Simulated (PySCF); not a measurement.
# GeH2 (SMILES [GeH2]) at r2SCAN/ccECP-cc-pVDZ (core potential)

Aim: the vertical ionisation energy of GeH2 at r2SCAN/ccECP-cc-pVDZ (core potential), from 2 runs. The job is set up through a Python script.

The results are computed with PySCF 2.14.0.

5 further runs of the same task are left out: 5 set aside as unsound or not needed.

## 1. The system as given

GeH2 has 3 atoms, charge 0, and is taken as a singlet. SMILES: `[GeH2]`. Geometry: relaxed at PBE0-D4/def2-TZVP.

Bond lengths: Ge1–H2 1.595 Å, Ge1–H3 1.594 Å. Angles: H2–Ge1–H3 90.6°.

## 2. A single-point energy at r2SCAN/ccECP-cc-pVDZ (core potential)

Input file input.py:

```python
from pyscf import gto, dft

mol = gto.M(
    atom=[
    ('Ge', (-0.570100, 0.405100, -0.263700)),
    ('H', (0.783000, 0.743600, 0.509000)),
    ('H', (-0.212900, -1.148700, -0.245300)),
],
    max_memory=1860,
    ecp={'Ge': 'ccecp', 'H': 'ccecp'},
    basis='ccecp-cc-pvdz',
    spin=0,
    verbose=4,
)

myscf = dft.RKS(mol)
myscf.xc = 'r2scan'
myscf.conv_tol = 1e-10
myscf.grids.level = 5
myscf.kernel()
if not myscf.converged:
    myscf = myscf.newton().run(myscf.mo_coeff, myscf.mo_occ)

etot = myscf.e_tot
print(f'total energy: {etot:.8f} hartree')
```

Started as:

```
$ OMP_NUM_THREADS=1 python input.py
```

Output:

```text
PySCF version 2.14.0

[INPUT] num. atoms = 3
[INPUT] num. electrons = 6
[INPUT] charge = 0
[INPUT] spin (= nelec alpha-beta = 2S) = 0
[INPUT] symmetry False subgroup None
[INPUT] Mole.unit = angstrom
[INPUT] Symbol           X                Y                Z      unit          X                Y                Z       unit  Magmom
[INPUT]  1 Ge    -0.570100000000   0.405100000000  -0.263700000000 AA   -1.077332863615   0.765528053061  -0.498320779048 Bohr   0.0
[INPUT]  2 H      0.783000000000   0.743600000000   0.509000000000 AA    1.479655555534   1.405200346227   0.961870597404 Bohr   0.0
[INPUT]  3 H     -0.212900000000  -1.148700000000  -0.245300000000 AA   -0.402322691920  -2.170728399288  -0.463549818356 Bohr   0.0

nuclear repulsion = 2.88841508486013
number of shells = 11
number of NR pGTOs = 69
number of NR cGTOs = 23
basis = ccecp-cc-pvdz
ecp = {'Ge': 'ccecp', 'H': 'ccecp'}

******** <class 'pyscf.dft.rks.RKS'> ********
method = RKS
initial guess = minao
damping factor = 0
level_shift factor = 0
DIIS = <class 'pyscf.scf.diis.CDIIS'>
diis_start_cycle = 1
diis_space = 8
diis_damp = 0
SCF conv_tol = 1e-10
SCF conv_tol_grad = None
SCF max_cycles = 50
direct_scf = True
direct_scf_tol = 1e-13
XC library pyscf.dft.libxc version 7.0.0
    S. Lehtola, C. Steigemann, M. J.T. Oliveira, and M. A.L. Marques.,  SoftwareX 7, 1–5 (2018)
XC functionals = r2scan
    J. W. Furness, A. D. Kaplan, J. Ning, J. P. Perdew, and J. Sun.,  J. Phys. Chem. Lett. 11, 8208-8215 (2020)
    J. W. Furness, A. D. Kaplan, J. Ning, J. P. Perdew, and J. Sun.,  J. Phys. Chem. Lett. 11, 9248-9248 (2020)
    J. W. Furness, A. D. Kaplan, J. Ning, J. P. Perdew, and J. Sun.,  J. Phys. Chem. Lett. 11, 8208-8215 (2020)
    J. W. Furness, A. D. Kaplan, J. Ning, J. P. Perdew, and J. Sun.,  J. Phys. Chem. Lett. 11, 9248-9248 (2020)
radial grids:
    Treutler-Ahlrichs [JCP 102, 346 (1995); DOI:10.1063/1.469408] (M4) radial grids

becke partition: Becke, JCP 88, 2547 (1988); DOI:10.1063/1.454033
pruning grids: <function nwchem_prune>
grids dens level: 5
symmetrized grids: False
atomic radii adjust function: <function treutler_atomic_radii_adjust>
small_rho_cutoff = 0
Set gradient conv threshold to 1e-05
Initial guess from minao.
tot grids = 91816
init E= -4.7331126527784
  HOMO = -0.255112097881614  LUMO = -0.15627585014666  gap/eV = 2.68947
cycle= 1 E= -4.96352935254552  delta_E= -0.23  |g|= 0.0784  |ddm|= 2.57
  HOMO = -0.216491393580512  LUMO = -0.132680552128929  gap/eV = 2.28061
cycle= 2 E= -4.96559236816344  delta_E= -0.00206  |g|= 0.0407  |ddm|= 0.463
  HOMO = -0.219693533160001  LUMO = -0.133420771807619  gap/eV = 2.34760
cycle= 3 E= -4.96644945825283  delta_E= -0.000857  |g|= 0.0109  |ddm|= 0.145
  HOMO = -0.222577636265891  LUMO = -0.135830174015337  gap/eV = 2.36052
cycle= 4 E= -4.96651884941478  delta_E= -6.94e-05  |g|= 0.000268  |ddm|= 0.0359
  HOMO = -0.222432292346544  LUMO = -0.135660111953798  gap/eV = 2.36119
cycle= 5 E= -4.96651888534605  delta_E= -3.59e-08  |g|= 8.4e-05  |ddm|= 0.00166
  HOMO = -0.222449059723725  LUMO = -0.13568499030289  gap/eV = 2.36097
cycle= 6 E= -4.96651888873264  delta_E= -3.39e-09  |g|= 3.01e-06  |ddm|= 0.0003
  HOMO = -0.222448741888192  LUMO = -0.13568483998497  gap/eV = 2.36097
cycle= 7 E= -4.96651888873633  delta_E= -3.69e-12  |g|= 5.12e-07  |ddm|= 8.19e-06
  HOMO = -0.222448884214337  LUMO = -0.135684972493791  gap/eV = 2.36097
Extra cycle  E= -4.96651888873635  delta_E= -1.69e-14  |g|= 4.57e-07  |ddm|= 2.82e-06
converged SCF energy = -4.96651888873635
total energy: -4.96651889 hartree
```

It took 2.2 s on 1 thread of Arm Neoverse V1, shared host; peak memory 0.19 GiB.

## 3. The doublet cation at the same level

Input file job.py:

```python
from pyscf import gto, dft

system = gto.M(
    atom='''
Ge  -0.570100   0.405100  -0.263700
H    0.783000   0.743600   0.509000
H   -0.212900  -1.148700  -0.245300
''',
    spin=1,
    ecp='ccecp',
    max_memory=1860,
    verbose=3,
    basis='ccecp-cc-pvdz',
    charge=1,
)

calc0 = dft.UKS(system, xc='r2scan')
calc0.grids.level = 5
calc0.conv_tol = 1e-10
calc0.kernel()
if not calc0.converged:
    calc0 = calc0.newton().run(calc0.mo_coeff, calc0.mo_occ)

etot = calc0.e_tot
print('E(%s) = %.9f' % ('R2SCAN', etot))
```

Started as:

```
$ OMP_NUM_THREADS=1 python job.py
```

Output:

```text
converged SCF energy = -4.62369537666511  <S^2> = 0.75451302  2S+1 = 2.0045079
E(R2SCAN) = -4.623695377
```

Run time: 4.2 s. Hardware: 1 thread of Arm Neoverse V1, shared host; peak memory 0.21 GiB.

## 4. Results

Level: r2SCAN/ccECP-cc-pVDZ (core potential).

```
                                          quantity        value
                        singlet GeH2: total energy  -4.96652 Eh
                       singlet GeH2: dipole moment       0.47 D
                         singlet GeH2: HOMO energy     -6.05 eV
                         singlet GeH2: LUMO energy     -3.69 eV
                       singlet GeH2: HOMO–LUMO gap      2.36 eV
                      doublet cation: total energy  -4.62370 Eh
doublet cation: HOMO energy (highest over α and β)    -14.86 eV
 doublet cation: LUMO energy (lowest over α and β)    -12.26 eV
                              doublet cation: ⟨S²⟩        0.755
vertical ionisation energy (to the doublet cation)     9.329 eV
```

What this shows: The vertical ionisation energy comes to 9.33 eV (900 kJ/mol). The negative HOMO energy of the first species, 6.05 eV, lies 3.28 eV below that difference. Mulliken charges (doublet cation) run from +0.08 on H2 to +0.83 on Ge1; they depend strongly on the basis.
